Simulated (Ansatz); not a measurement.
# Cs2PdI6: the cost of one run

Program: Ansatz 0.2.0. Level of theory: DFT PBEsol+U (U_eff = 6 eV on Pd d), plane waves, PAW. These are calculated values, not measurements.

### Step 1. The structure to begin with

Symmetry: Fm-3m, No. 225, cubic system. Conventional cell: a = 11.332 Å, b = 11.332 Å, c = 11.332 Å, α = 90.00°, β = 90.00°, γ = 90.00°. Around Cs (site symmetry -43m) lie 12 I at 4.01 Å. Pd (site symmetry m-3m) is surrounded by 6 I at 2.78 Å. Around I (site symmetry 4mm) lie 1 Pd at 2.78 Å and 4 Cs at 4.01 Å.

As a file:

```
CELL_PARAMETERS angstrom
0.00000 5.66600 5.66600
5.66600 0.00000 5.66600
5.66600 5.66600 0.00000
ATOMIC_POSITIONS crystal
Cs 0.25000 0.25000 0.25000
Cs 0.75000 0.75000 0.75000
Pd 0.00000 0.00000 0.00000
I 0.75500 0.24500 0.24500
I 0.24500 0.75500 0.75500
I 0.24500 0.75500 0.24500
I 0.75500 0.24500 0.75500
I 0.24500 0.24500 0.75500
I 0.75500 0.75500 0.24500
```

An earlier series on this cell reached its lowest free state from «ferromagnetic start, free, symmetry kept, no search», perhaps among other starts.

### Step 2. Spin-orbit coupling, direction held

input.yaml

```yaml
crystal:
  lattice:
    - [0.0, 5.66599794, 5.66599794]
    - [5.66599794, 0.0, 5.66599794]
    - [5.66599794, 5.66599794, 0.0]
  atoms:
    - { symbol: Cs, position: [0.25, 0.25, 0.25] }
    - { symbol: Cs, position: [0.75, 0.75, 0.75] }
    - { symbol: Pd, position: [0.0, 0.0, 0.0], spin: 4.0, spin_axis: [0.57735, 0.57735, 0.57735] }
    - { symbol: I, position: [0.755, 0.245, 0.245] }
    - { symbol: I, position: [0.245, 0.755, 0.755] }
    - { symbol: I, position: [0.245, 0.755, 0.245] }
    - { symbol: I, position: [0.755, 0.245, 0.755] }
    - { symbol: I, position: [0.245, 0.245, 0.755] }
    - { symbol: I, position: [0.755, 0.755, 0.245] }
basis:
  ecutwfc: 420
  ecutrho_ratio: 4
kpoints:
  mp_grid: { grid: [3, 3, 3] }
hamiltonian:
  xc: pbesol
  hubbard:
    sites:
      - { site: 2, l: d, u_eff: 6.0, starting_ns: [{ occupation_matrix: s2 }] }
    occupation_matrices:
      s2:
        spinor_matrix:
          - [[0.76924, 0.0], [0.0, 0.0], [0.0, 0.0], [0.0, 0.0], [0.0, 0.0], [0.27424, -0.27424], [0.0, 0.0], [0.0, 0.0], [0.0, 0.0], [0.0, 0.0]]
          - [[0.0, 0.0], [0.76924, 0.0], [0.0, 0.0], [0.0, 0.0], [0.0, 0.0], [0.0, 0.0], [0.27424, -0.27424], [0.0, 0.0], [0.0, 0.0], [0.0, 0.0]]
          - [[0.0, 0.0], [0.0, 0.0], [0.76924, 0.0], [0.0, 0.0], [0.0, 0.0], [0.0, 0.0], [0.0, 0.0], [0.27424, -0.27424], [0.0, 0.0], [0.0, 0.0]]
          - [[0.0, 0.0], [0.0, 0.0], [0.0, 0.0], [0.76924, 0.0], [0.0, 0.0], [0.0, 0.0], [0.0, 0.0], [0.0, 0.0], [0.27424, -0.27424], [0.0, 0.0]]
          - [[0.0, 0.0], [0.0, 0.0], [0.0, 0.0], [0.0, 0.0], [0.97, 0.0], [0.0, 0.0], [0.0, 0.0], [0.0, 0.0], [0.0, 0.0], [0.0, 0.0]]
          - [[0.27424, 0.27424], [0.0, 0.0], [0.0, 0.0], [0.0, 0.0], [0.0, 0.0], [0.22076, 0.0], [0.0, 0.0], [0.0, 0.0], [0.0, 0.0], [0.0, 0.0]]
          - [[0.0, 0.0], [0.27424, 0.27424], [0.0, 0.0], [0.0, 0.0], [0.0, 0.0], [0.0, 0.0], [0.22076, 0.0], [0.0, 0.0], [0.0, 0.0], [0.0, 0.0]]
          - [[0.0, 0.0], [0.0, 0.0], [0.27424, 0.27424], [0.0, 0.0], [0.0, 0.0], [0.0, 0.0], [0.0, 0.0], [0.22076, 0.0], [0.0, 0.0], [0.0, 0.0]]
          - [[0.0, 0.0], [0.0, 0.0], [0.0, 0.0], [0.27424, 0.27424], [0.0, 0.0], [0.0, 0.0], [0.0, 0.0], [0.0, 0.0], [0.22076, 0.0], [0.0, 0.0]]
          - [[0.0, 0.0], [0.0, 0.0], [0.0, 0.0], [0.0, 0.0], [0.0, 0.0], [0.0, 0.0], [0.0, 0.0], [0.0, 0.0], [0.0, 0.0], [0.97, 0.0]]
    ns_hold: { iters: 8 }
scf:
  occupations: { method: gaussian, width: 0.05 }
  lower_state_search: "off"
  max_iter: 150
output:
  forces: true
  stress: true
  eigenvalues: true
  populations: true
  hubbard: { sites: [{ site: 2, l: d }] }
magnetization:
  noncollinear: true
  spin_orbit: true
  spin_locking: { lock_directions: true }
```

The typed matrices put 0.97 on the chosen orbitals and 0.02 on the others, and are held for 8 cycles. The lock stays on to the end, so the result is a constrained state. This run includes spin–orbit coupling.

Started as:

```
$ ansatz run input.yaml --threads 4 --pin off --max-ram 6144MiB --backend cpu --events-out ev --progress --plain --runs-dir out
```

Q: Estimate wall time and peak memory on 4 threads of Arm Neoverse V1, shared host.

About 5.3 min, with a peak of 4.3 GiB.
